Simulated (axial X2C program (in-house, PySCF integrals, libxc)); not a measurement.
# All-electron X2C curves of RuH

What are the state, bond length, wavenumber and bond energy of RuH, and what does spin–orbit coupling change?

Program: an in-house X2C program for linear molecules on PySCF integrals. Level of theory: all-electron X2C, Ru dyall-cv3z, H dyall-v3z. These are calculated values, not measurements.

### Step 1. Set-up

Contents of task.json:

```json
{
 "zs": [
  44,
  1
 ],
 "q": 0,
 "bas": [
  "dyall-cv3z",
  "dyall-v3z"
 ],
 "levels": [
  "PBE0",
  "HF",
  "r2SCAN"
 ],
 "cc": true,
 "r0": 1.57,
 "thr": -2.0,
 "nmax": 90,
 "npts": 10,
 "nst": 2,
 "ntry": 6
}
```

Keys: zs atomic numbers; q charge; bas basis sets; levels methods (HF also brings MP2); cc coupled cluster on or off; r0 starting distance in Å; thr threshold in hartree for freezing inner shells (an s shell follows its p shell); nmax most natural virtual spinors; npts points asked for on the curve; nst determinants followed; ntry starts of the search.

Launch:

```sh
$ python so2c.py task.json out
```

Spin-free means the one-electron spin-free X2C Hamiltonian; two-component (2c) means X2C with spin–orbit coupling and atomic mean-field two-electron Coulomb and Gaunt terms. Basis: Ru dyall-cv3z contracted to [12s12p8d5f3g], H dyall-v3z contracted to [6s2p1d]; Gaussian nuclei, density fitting. Masses: Ru 101.904 u, H 1.008 u.

Notation: σ, π±, δ± give the projection m of an orbital's angular momentum (0, ±1, ±2), α and β its spin, Λ and M_S the sums; ω is the projection of a spinor's total angular momentum and Ω the sum. Logs are in hartree.

The results follow Hamiltonian by Hamiltonian and level by level.

### Step 2. Search for the lowest determinant

Determinants are compared with PBE0 at 1.570 Å.

Spin-free determinants:

```json
{"ΔE (eV)": "0.00", "state": "M_S = 3/2, Λ = 0", "open shells": "beyond closed shells: σα, δ+α, δ-α"}
{"ΔE (eV)": "0.36", "state": "M_S = 3/2, Λ = 3", "open shells": "beyond closed shells: σα, π+α, π+β, π-α, δ+α, δ+β, δ-α"}
{"ΔE (eV)": "0.50", "state": "M_S = 3/2, Λ = 1", "open shells": "beyond closed shells: σα, π+α, π-α, π-β, δ+α, δ+β, δ-α"}
{"ΔE (eV)": "0.70", "state": "M_S = 3/2, Λ = 2", "open shells": "beyond closed shells: π+α, π-α, δ+α, δ+β, δ-α"}
{"ΔE (eV)": "0.77", "state": "M_S = 3/2, Λ = 1", "open shells": "beyond closed shells: π+α, π+β, π-α, δ+α, δ-α"}
{"ΔE (eV)": "0.96", "state": "M_S = 3/2, Λ = 0", "open shells": "beyond closed shells: σα, π+α, π-α"}
{"ΔE (eV)": "1.16", "state": "M_S = 1/2, Λ = 0", "open shells": "beyond closed shells: σβ, δ+α, δ-α"}
```

Two-component determinants:

| ΔE (eV) | state | open shells |
| --- | --- | --- |
| 0.00 | Ω = 3/2 | excess of +ω over −ω: ω = 1/2, ω = -3/2, ω = 5/2 |
| 0.20 | Ω = 9/2 | excess of +ω over −ω: ω = 1/2, ω = 3/2, ω = 5/2 |
| 0.44 | Ω = 5/2 | excess of +ω over −ω: ω = 5/2 |
| 0.53 | Ω = 3/2 | excess of +ω over −ω: ω = 3/2 |
| 0.55 | Ω = 1/2 | excess of +ω over −ω: ω = 1/2 |
| 0.58 | Ω = 7/2 | excess of +ω over −ω: ω = -1/2, ω = 3/2, ω = 5/2 |
| 0.72 | Ω = 5/2 | excess of +ω over −ω: ω = 5/2 |

### Step 3. PBE0, spin-free

State followed: M_S = 3/2, Λ = 0 (beyond closed shells: σα, δ+α, δ-α). The scan is laid around 1.585 Å, a first estimate of the minimum, and this SCF restarts from the orbitals of the search.

The SCF at the reference distance of 1.585 Å:

```text
spin-free X2C-1e  PBE0
basis functions 167  fitting functions 766  grid points 5070
iter        total energy     max residual
   1      -4530.303524516     3.27e+00
   2      -4530.653750487     2.69e-02
   3      -4530.654772184     2.50e-02
   4      -4530.654910070     2.25e-03
   5      -4530.654925076     3.72e-03
   6      -4530.654936801     6.04e-04
   7      -4530.654937061     8.54e-05
   8      -4530.654937100     6.70e-05
   9      -4530.654937108     7.12e-06
converged
one-electron -6276.73279053  Coulomb 1866.26750719  exact exchange -33.19630149  xc functional -101.68344519  nuclear repulsion 14.69009292
```

Along the bond, energies from the lowest point:

```csv
R (Å),E (eV),μ (D),HOMO (eV),LUMO (eV),iterations
1.379,0.4118,-1.81,-5.70,-2.11,35
1.442,0.1757,-1.95,-5.69,-2.10,25
1.490,0.0713,-2.05,-5.68,-2.09,22
1.537,0.0159,-2.15,-5.68,-2.08,19
1.585,0.0000,-2.25,-5.68,-2.08,9
1.641,0.0215,-2.36,-5.69,-2.08,17
1.696,0.0767,-2.48,-5.70,-2.08,15
1.767,0.1843,-2.62,-5.71,-2.09,16
1.854,0.3546,-2.78,-5.74,-2.11,16
1.981,0.6462,-3.00,-5.78,-2.15,17
```

Dipoles are positive if H is the positive end.

Outer orbitals at the reference distance:

```csv
symmetry,occupied,ε (eV),atomic character
σα,yes,-8.97,"57% Ru d, 34% H s, 5% Ru s"
σβ,yes,-8.43,"51% H s, 29% Ru d, 14% Ru s"
δ+α,yes,-8.00,100% Ru d
δ-α,yes,-8.00,100% Ru d
π+α,yes,-6.79,"97% Ru d, 2% H p"
π-α,yes,-6.79,"97% Ru d, 2% H p"
σα,yes,-6.09,"54% Ru s, 26% Ru d, 19% H s"
π+β,yes,-5.68,"96% Ru d, 2% H p"
π-β,yes,-5.68,"96% Ru d, 2% H p"
σβ,no,-2.08,"61% Ru s, 28% Ru d, 6% H s"
δ-β,no,-1.85,100% Ru d
δ+β,no,-1.85,100% Ru d
σα,no,-1.49,"63% Ru p, 18% Ru s, 9% H s"
```

PBE0 fields in the half plane through the axis: z from -2.4 to 3.9 Å across, distance from the axis 0.15 to 2.25 Å upwards; Ru lies at z = 0 and H at z = 1.585 Å; the ELF is damped to zero where the density is low.

log10 density (e/bohr³). Ten even steps from '0' (-5.31 ) to '9' (1.72 ):
```
1122233333332222111000
1222333333333332221100
1223344444444333222110
2233444554444443322210
2234455555555444332211
2234456666655554433211
2234566777666655443221
2234567898766665443221
```

ELF. Ten even steps from '0' (0.00 ) to '9' (1.00 ):
```
0000011111111000000000
0001122212222110000000
0001233312223333100000
0001233322233456520000
0001234323334688862000
0000135656435899985000
0000037747637999997200
0000026161538999998200
```

Re = 1.583 Å, ωe = 1968 cm⁻¹, ωexe = 34.9 cm⁻¹, Be = 6.741 cm⁻¹, De = 2.77 eV, μ = -2.25 D.

### Step 4. HF, spin-free

Output at 1.585 Å:

```text
spin-free X2C-1e  HF
basis functions 167  fitting functions 766  grid points 5070
iter        total energy     max residual
   1      -4528.560396393     4.45e-01
   2      -4528.582734200     1.13e-02
   3      -4528.585139838     3.72e-02
   4      -4528.585900443     1.63e-02
   5      -4528.586131694     2.30e-03
   6      -4528.586220652     5.89e-03
   7      -4528.586245000     2.49e-03
   8      -4528.586252054     2.96e-04
   9      -4528.586253354     5.22e-04
  10      -4528.586253633     1.60e-04
  11      -4528.586253675     2.14e-05
  12      -4528.586253686     4.09e-05
  13      -4528.586253690     1.79e-05
  14      -4528.586253691     2.38e-06
converged
one-electron -6276.48084740  Coulomb 1866.09982070  exact exchange -132.89531992  xc functional 0.00000000  nuclear repulsion 14.69009292
```

Re = 1.674 Å, ωe = 1661 cm⁻¹, ωexe = 30.8 cm⁻¹, Be = 6.032 cm⁻¹, De = 1.26 eV, μ = -3.51 D.

### Step 5. r2SCAN, spin-free

Output at 1.585 Å:

```text
spin-free X2C-1e  r2SCAN
basis functions 167  fitting functions 766  grid points 5070
iter        total energy     max residual
   1      -4530.987239113     1.52e-01
   2      -4530.989037959     3.34e-03
   3      -4530.989149208     8.78e-03
   4      -4530.989155564     9.47e-04
   5      -4530.989162980     2.76e-03
   6      -4530.989164211     1.92e-04
   7      -4530.989164369     2.01e-04
   8      -4530.989164389     6.23e-05
   9      -4530.989164390     4.90e-06
converged
one-electron -6276.46554091  Coulomb 1865.99964247  exact exchange 0.00000000  xc functional -135.21335888  nuclear repulsion 14.69009292
```

Re = 1.582 Å, ωe = 2004 cm⁻¹, ωexe = 35.3 cm⁻¹, Be = 6.747 cm⁻¹, De = 2.94 eV, μ = -2.09 D.

### Step 6. Correlated methods, spin-free

Correlated methods: 9 electrons correlated (frozen shells, counted by type: Ru 4 s, 3 p, 1 d; H none), 223 virtual spinors in MP2, 90 natural virtuals in coupled cluster.

Output of the correlated part at 1.585 Å:

```text
correlated 9  virtual 223  natural virtual 90  E(MP2) -0.241244128  MP2 remainder -0.008136357
iter   CCSD correlation   residual
   1     -0.230570839   9.53e-02
   2     -0.235814392   4.49e-02
   3     -0.238077890   2.44e-02
   4     -0.238589421   1.01e-02
   5     -0.238778795   3.83e-03
   6     -0.238816329   1.53e-03
   7     -0.238818010   5.24e-04
   8     -0.238822052   2.09e-04
   9     -0.238819535   7.88e-05
  10     -0.238819746   3.21e-05
  11     -0.238819333   1.18e-05
  12     -0.238819463   4.80e-06
  13     -0.238819468   2.17e-06
(T) -0.011006036  T1 0.0430  D1 0.1103  max T2 0.046
```

T1 in the output is the amplitude norm over the root of the electron number; divide by √2 for the Lee–Taylor value.

MP2: Re = 1.566 Å, ωe = 2003 cm⁻¹, Be = 6.892 cm⁻¹, De = 2.45 eV.

CCSD: Re = 1.591 Å, ωe = 1918 cm⁻¹, ωexe = 31.6 cm⁻¹, Be = 6.675 cm⁻¹, De = 2.58 eV. T1 at Re = 0.030 (Lee–Taylor, the printed value over √2).

CCSD(T): Re = 1.585 Å, ωe = 1937 cm⁻¹, ωexe = 30.8 cm⁻¹, Be = 6.721 cm⁻¹, De = 2.65 eV. T1 at Re = 0.030 (Lee–Taylor, the printed value over √2).

### Step 7. A higher determinant, spin-free

State: M_S = 3/2, Λ = 3 (beyond closed shells: σα, π+α, π+β, π-α, δ+α, δ+β, δ-α).

Output at the reference distance:

```text
spin-free X2C-1e  PBE0
basis functions 167  fitting functions 766  grid points 5070
iter        total energy     max residual
   1      -4530.289388868     3.27e+00
   2      -4530.640585351     2.71e-02
   3      -4530.641637629     2.54e-02
   4      -4530.641777517     2.26e-03
   5      -4530.641793188     3.79e-03
   6      -4530.641804805     5.99e-04
   7      -4530.641805083     8.65e-05
   8      -4530.641805133     8.54e-05
   9      -4530.641805145     5.73e-06
  10      -4530.641805145     1.03e-06
converged
one-electron -6277.07458995  Coulomb 1866.60641716  exact exchange -33.19503057  xc functional -101.66869471  nuclear repulsion 14.69009292
```

| R (Å) | E above the lowest PBE0 point (eV) |
| --- | --- |
| 1.379 | 0.870 |
| 1.442 | 0.598 |
| 1.490 | 0.470 |
| 1.537 | 0.393 |
| 1.585 | 0.357 |
| 1.641 | 0.358 |
| 1.696 | 0.394 |
| 1.767 | 0.480 |
| 1.854 | 0.628 |

Re = 1.611 Å, ωe = 1895 cm⁻¹, ωexe = 34 cm⁻¹, Be = 6.506 cm⁻¹, μ = -2.39 D. Te = 0.35 eV.

### Step 8. The spin-free curves together

Energy (eV) of the followed determinant, spin-free, from each level's lowest point:

```
R (Å)   PBE0     HF    MP2   CCSD  CCSD(T)  r2SCAN
1.379  0.412  0.691  0.344    n/a      n/a   0.422
1.442  0.176  0.382  0.133  0.189    0.178   0.180
1.490  0.071  0.222  0.045  0.081    0.073   0.073
1.537  0.016  0.112  0.003  0.021    0.017   0.016
1.585  0.000  0.043  0.000  0.000    0.000   0.000
1.641  0.022  0.003  0.034  0.015    0.019   0.023
1.696  0.077  0.000  0.101  0.064    0.071   0.080
1.767  0.184  0.037  0.221  0.162    0.175   0.192
1.854  0.355  0.126  0.406    n/a      n/a   0.369
1.981  0.646  0.312  0.718    n/a      n/a   0.670
```

### Step 9. PBE0, 2c

State followed: Ω = 3/2 (excess of +ω over −ω: ω = 1/2, ω = -3/2, ω = 5/2). The scan is laid around 1.585 Å, a first estimate of the minimum, and this SCF restarts from the orbitals of the search.

Output at 1.585 Å:

```text
two-component X2C + atomic mean field  PBE0
basis functions 167  fitting functions 766  grid points 5070
iter        total energy     max residual
   1      -4528.463486974     2.80e+00
   2      -4528.815538930     2.31e-02
   3      -4528.816567272     2.15e-02
   4      -4528.816705603     1.88e-03
   5      -4528.816720622     3.19e-03
   6      -4528.816732409     5.20e-04
   7      -4528.816732668     8.50e-05
   8      -4528.816732705     5.55e-05
   9      -4528.816732713     7.16e-06
converged
one-electron -6271.73287768  Coulomb 1865.26696453  exact exchange -33.17687587  xc functional -101.62559168  nuclear repulsion 14.69009292  atomic mean-field constant -2.23844494
```

Along the bond, energies from the lowest point:

| R (Å) | E (eV) | μ (D) | HOMO (eV) | LUMO (eV) | iterations |
| --- | --- | --- | --- | --- | --- |
| 1.379 | 0.4138 | -1.81 | -5.65 | -2.12 | 34 |
| 1.442 | 0.1771 | -1.95 | -5.64 | -2.10 | 27 |
| 1.490 | 0.0723 | -2.05 | -5.63 | -2.09 | 24 |
| 1.537 | 0.0163 | -2.15 | -5.63 | -2.09 | 19 |
| 1.585 | 0.0000 | -2.25 | -5.64 | -2.08 | 9 |
| 1.641 | 0.0210 | -2.36 | -5.64 | -2.08 | 19 |
| 1.696 | 0.0757 | -2.48 | -5.65 | -2.08 | 14 |
| 1.767 | 0.1828 | -2.62 | -5.67 | -2.09 | 16 |
| 1.854 | 0.3525 | -2.78 | -5.69 | -2.11 | 14 |
| 1.981 | 0.6437 | -3.00 | -5.74 | -2.15 | 17 |

Dipoles are positive if H is the positive end.

Outer spinors at the reference distance:

```
   ω  occupied  ε (eV)             atomic character    λ mixture
 1/2       yes   -8.98   57% Ru d, 34% H s, 5% Ru s       100% σ
-1/2       yes   -8.45  50% H s, 29% Ru d, 14% Ru s       100% σ
-3/2       yes   -8.13                    100% Ru d       100% δ
 5/2       yes   -7.86                    100% Ru d       100% δ
-1/2       yes   -6.86             96% Ru d, 2% H p  99% π, 1% σ
 3/2       yes   -6.75             97% Ru d, 2% H p  99% π, 1% δ
 1/2       yes   -6.11  52% Ru s, 29% Ru d, 19% H s  95% σ, 5% π
 1/2       yes   -5.74    94% Ru d, 3% Ru s, 2% H p  95% π, 5% σ
-3/2       yes   -5.64             96% Ru d, 2% H p       100% π
-1/2        no   -2.08   61% Ru s, 28% Ru d, 6% H s       100% σ
 3/2        no   -1.95                    100% Ru d  99% δ, 1% π
-5/2        no   -1.75                    100% Ru d       100% δ
 1/2        no   -1.48   63% Ru p, 18% Ru s, 9% H s       100% σ
```

PBE0 fields in the half plane through the axis: z from -2.4 to 3.9 Å across, distance from the axis 0.15 to 2.25 Å upwards; Ru lies at z = 0 and H at z = 1.585 Å; the ELF is damped to zero where the density is low.

log10 density (e/bohr³). Ten even steps from '0' (-5.31 ) to '9' (1.72 ):
```
1122233333332222111000
1222333333333332221100
1223344444444333222110
2233444554444443322110
2234455555555444332211
2234456666655554433211
2234566777666655443221
2234567898766665443221
```

ELF. Ten even steps from '0' (0.00 ) to '9' (1.00 ):
```
0000011111111000000000
0001122212222110000000
0001233212223333100000
0001233322233456520000
0001234323334688862000
0000135656435899985000
0000037747637999997200
0000026161538999998200
```

Re = 1.584 Å, ωe = 1966 cm⁻¹, ωexe = 34.8 cm⁻¹, Be = 6.735 cm⁻¹, De = 2.66 eV, μ = -2.25 D.

### Step 10. HF, 2c

The SCF at the reference distance of 1.585 Å:

```text
two-component X2C + atomic mean field  HF
basis functions 167  fitting functions 766  grid points 5070
iter        total energy     max residual
   1      -4526.721768648     4.46e-01
   2      -4526.744152211     1.04e-02
   3      -4526.746566708     3.74e-02
   4      -4526.747338641     1.65e-02
   5      -4526.747579409     2.30e-03
   6      -4526.747676364     6.20e-03
   7      -4526.747705922     2.77e-03
   8      -4526.747717586     5.57e-04
   9      -4526.747722460     1.18e-03
  10      -4526.747726749     8.75e-04
  11      -4526.747730677     2.85e-04
  12      -4526.747734280     5.21e-04
  13      -4526.747736232     5.32e-04
  14      -4526.747736809     1.94e-04
  15      -4526.747736918     3.27e-05
  16      -4526.747736946     4.72e-05
  17      -4526.747736957     3.06e-05
  18      -4526.747736961     4.78e-06
  19      -4526.747736962     6.25e-06
  20      -4526.747736962     5.77e-06
  21      -4526.747736963     1.66e-06
converged
one-electron -6271.47446125  Coulomb 1865.09154819  exact exchange -132.81647188  xc functional 0.00000000  nuclear repulsion 14.69009292  atomic mean-field constant -2.23844494
```

Re = 1.675 Å, ωe = 1660 cm⁻¹, ωexe = 30.3 cm⁻¹, Be = 6.023 cm⁻¹, De = 1.16 eV, μ = -3.52 D.

### Step 11. r2SCAN, 2c

Output at 1.585 Å:

```text
two-component X2C + atomic mean field  r2SCAN
basis functions 167  fitting functions 766  grid points 5070
iter        total energy     max residual
   1      -4529.145618981     1.52e-01
   2      -4529.147697562     3.45e-03
   3      -4529.147821940     8.79e-03
   4      -4529.147836581     1.27e-03
   5      -4529.147844189     3.05e-03
   6      -4529.147846747     1.68e-04
   7      -4529.147846885     1.88e-04
   8      -4529.147846911     2.48e-05
   9      -4529.147846913     9.93e-06
converged
one-electron -6271.46279221  Coulomb 1864.99712641  exact exchange 0.00000000  xc functional -135.13382909  nuclear repulsion 14.69009292  atomic mean-field constant -2.23844494
```

Re = 1.583 Å, ωe = 2003 cm⁻¹, ωexe = 35.3 cm⁻¹, Be = 6.745 cm⁻¹, De = 2.94 eV, μ = -2.09 D.

### Step 12. Correlated methods, 2c

Correlated methods: 9 electrons correlated (frozen shells, counted by type: Ru 4 s, 3 p, 1 d; H none), 222 virtual spinors in MP2, 90 natural virtuals in coupled cluster.

Output of the correlated part at 1.585 Å:

```text
correlated 9  virtual 222  natural virtual 90  E(MP2) -0.241213252  MP2 remainder -0.008279226
iter   CCSD correlation   residual
   1     -0.230508678   9.57e-02
   2     -0.235795835   4.53e-02
   3     -0.238083492   2.47e-02
   4     -0.238597684   1.02e-02
   5     -0.238787553   3.91e-03
   6     -0.238827020   1.61e-03
   7     -0.238829317   5.76e-04
   8     -0.238833734   2.50e-04
   9     -0.238830897   1.18e-04
  10     -0.238831052   6.57e-05
  11     -0.238830232   3.53e-05
  12     -0.238830643   1.85e-05
  13     -0.238830724   9.30e-06
  14     -0.238830954   4.43e-06
  15     -0.238831011   1.99e-06
  16     -0.238831058   1.00e-06
  17     -0.238831067   4.12e-07
(T) -0.011012696  T1 0.0431  D1 0.1101  max T2 0.040
```

MP2: Re = 1.567 Å, ωe = 1997 cm⁻¹, Be = 6.878 cm⁻¹, De = 2.35 eV.

CCSD: Re = 1.592 Å, ωe = 1915 cm⁻¹, ωexe = 32.7 cm⁻¹, Be = 6.663 cm⁻¹, De = 2.48 eV. T1 at Re = 0.031 (Lee–Taylor, the printed value over √2).

CCSD(T): Re = 1.586 Å, ωe = 1936 cm⁻¹, ωexe = 32.6 cm⁻¹, Be = 6.711 cm⁻¹, De = 2.55 eV. T1 at Re = 0.031 (Lee–Taylor, the printed value over √2).

### Step 13. A higher determinant, 2c

State: Ω = 9/2 (excess of +ω over −ω: ω = 1/2, ω = 3/2, ω = 5/2).

Output at the reference distance:

```text
two-component X2C + atomic mean field  PBE0
basis functions 167  fitting functions 766  grid points 5070
iter        total energy     max residual
   1      -4528.455378857     2.81e+00
   2      -4528.808492927     2.33e-02
   3      -4528.809554460     2.18e-02
   4      -4528.809694751     1.94e-03
   5      -4528.809710434     3.28e-03
   6      -4528.809722305     5.21e-04
   7      -4528.809722578     8.47e-05
   8      -4528.809722624     6.98e-05
   9      -4528.809722636     6.55e-06
  10      -4528.809722636     1.12e-06
converged
one-electron -6272.13328274  Coulomb 1865.66059414  exact exchange -33.17596192  xc functional -101.61272010  nuclear repulsion 14.69009292  atomic mean-field constant -2.23844494
```

| R (Å) | E above the lowest PBE0 point (eV) |
| --- | --- |
| 1.379 | 0.704 |
| 1.442 | 0.432 |
| 1.490 | 0.304 |
| 1.537 | 0.227 |
| 1.585 | 0.191 |
| 1.641 | 0.191 |
| 1.696 | 0.227 |
| 1.767 | 0.313 |
| 1.854 | 0.460 |

Re = 1.612 Å, ωe = 1893 cm⁻¹, ωexe = 33.9 cm⁻¹, Be = 6.504 cm⁻¹, μ = -2.39 D. Te = 0.19 eV.

### Step 14. The 2c curves together

Energy (eV) of the followed determinant, 2c, from each level's lowest point:

```csv
R (Å),PBE0,HF,MP2,CCSD,CCSD(T),r2SCAN
1.379,0.414,0.696,0.349,n/a,n/a,0.423
1.442,0.177,0.386,0.136,0.193,0.182,0.180
1.490,0.072,0.225,0.047,0.083,0.075,0.073
1.537,0.016,0.114,0.004,0.022,0.018,0.016
1.585,0.000,0.044,0.000,0.000,0.000,0.000
1.641,0.021,0.004,0.033,0.014,0.018,0.023
1.696,0.076,0.000,0.098,0.062,0.070,0.080
1.767,0.183,0.036,0.217,0.159,0.172,0.192
1.854,0.353,0.125,0.401,n/a,n/a,0.368
1.981,0.644,0.311,0.712,n/a,n/a,0.669
```

Time for the job: 2.2 min (1 thread of Arm Neoverse V1, shared host); peak memory 0.56 GiB.

### Step 15. What came out

Lowest determinant that the search found at its distance, spin-free: M_S = 3/2, Λ = 0 (beyond closed shells: σα, δ+α, δ-α).

Lowest determinant that the search found at its distance, 2c: Ω = 3/2 (excess of +ω over −ω: ω = 1/2, ω = -3/2, ω = 5/2).

| Hamiltonian | level | Re (Å) | ωe (cm⁻¹) | De (eV) | μ (D) |
| --- | --- | --- | --- | --- | --- |
| spin-free | PBE0 | 1.583 | 1968 | 2.77 | -2.25 |
| spin-free | HF | 1.674 | 1661 | 1.26 | -3.51 |
| spin-free | MP2 | 1.566 | 2003 | 2.45 | n/a |
| spin-free | CCSD | 1.591 | 1918 | 2.58 | n/a |
| spin-free | CCSD(T) | 1.585 | 1937 | 2.65 | n/a |
| spin-free | r2SCAN | 1.582 | 2004 | 2.94 | -2.09 |
| 2c | PBE0 | 1.584 | 1966 | 2.66 | -2.25 |
| 2c | HF | 1.675 | 1660 | 1.16 | -3.52 |
| 2c | MP2 | 1.567 | 1997 | 2.35 | n/a |
| 2c | CCSD | 1.592 | 1915 | 2.48 | n/a |
| 2c | CCSD(T) | 1.586 | 1936 | 2.55 | n/a |
| 2c | r2SCAN | 1.583 | 2003 | 2.94 | -2.09 |

Dipoles are positive if H is the positive end.

Time per point (s) on 1 thread of Arm Neoverse V1, shared host (2c runs; CCSD comes with the CCSD(T) run); the times are rough: PBE0 0.78, HF 0.63, MP2 0.73, CCSD(T) 3.8, r2SCAN 0.9.

What this shows: At CCSD(T), going from spin-free to two-component changes Re by +1 mÅ, ωe by -0.1 %; the spin-free picture holds up (part of it comes from the scalar share of the two-electron terms). De moves by -0.10 eV; both De rest on single-determinant atoms, which can miss part of an open shell's spin–orbit lowering.

De refers to Ru + H, each in the lowest determinant found, which need not be this curve's own limit. Each curve is one determinant whose occupation by symmetry is held fixed; it was picked as the lowest of a PBE0 search that is not exhaustive. De is counted from the lowest determinant-based energies of the atoms at the same level, without counterpoise correction. Density functionals use the spin component along the axis (collinear). Coupled cluster ran in a truncated set of natural virtual spinors; the MP2 energy of the rest was added. The meta-GGAs lack a current-density term, which matters for open shells with orbital currents, atoms included. With several unpaired electrons one determinant need not be a pure state. The spin-free determinant is spin-contaminated at some levels, which hurts MP2 most. T1 at Re is 0.031 (Lee–Taylor), above the customary mark of 0.02.
